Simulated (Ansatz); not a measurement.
Consider vertical spin-state energies of AlFGeH₄Sn, SMILES [F][SnH]1[AlH][GeH2]1 (Ansatz 0.2.0, Python API).

The script, `spin_alfgeh4sn.py`:
```python
"""Vertical spin-state energies of AlFGeH4Sn."""

import ansatz as az

alfgeh4sn = (
    az.Crystal.molecule()
    .atom("F", (-2.1402, 1.6769, -0.6421))
    .atom("Sn", (-0.4026, 1.0118, -0.9213))
    .atom("Al", (0.7866, 0.3865, 1.3919))
    .atom("Ge", (-0.0222, -1.3502, -0.0792))
    .atom("H", (0.617, 1.6075, -2.2332))
    .atom("H", (1.5689, 0.8351, 2.746))
    .atom("H", (1.0173, -2.197, -0.792))
    .atom("H", (-1.3326, -2.0277, 0.4742))
)

calc = (
    alfgeh4sn.calculation()
    .basis(gaussian="def2-SVPD")
    .functional("PBE", dispersion="d4")
    .accuracy("medium")  # preset for grids and thresholds
)
found = {}
for unpaired in [0, 2]:
    data = calc.spin("collinear", total=unpaired).run(threads=1).report
    s = unpaired / 2
    found[unpaired] = data["free_energy_ev"]
    print(f"2S+1 = {unpaired + 1}: E = {found[unpaired]:.5f} eV, <S^2> = {abs(data['mean_field']['state']['spin_squared']):.3f} (pure state {s * (s + 1):.2f})")
lowest = min(found, key=found.get)
for unpaired, e in found.items():
    print(f"multiplicity {unpaired + 1}: {23.060548 * (e - found[lowest]):.1f} kcal/mol above the lowest")
```

Which spin state is lowest at this geometry, and how far above lie the others?

In order: multiplicity 1 (+0.00 eV) and multiplicity 3 (+1.21 eV), all at the one geometry.

What the script printed:

`python spin_alfgeh4sn.py` gives:
```text
2S+1 = 1: E = -71701.82698 eV, <S^2> = 0.000 (pure state 0.00)
2S+1 = 3: E = -71700.61273 eV, <S^2> = 2.006 (pure state 2.00)
multiplicity 1: 0.0 kcal/mol above the lowest
multiplicity 3: 28.0 kcal/mol above the lowest
```

The settings weren't tested for convergence. The geometry is a force-field or estimated start, not a minimum of this method, and the basis set is short of its limit. All parts are taken at fixed geometry, without zero-point energy. def2 sets replace the cores of elements past krypton by effective core potentials. Spin-orbit coupling, which mixes and shifts the spin states of heavy atoms, is left out. It ran for 35 s on 1 thread of Arm Neoverse V1, on a shared host, peak memory 0.38 GiB.
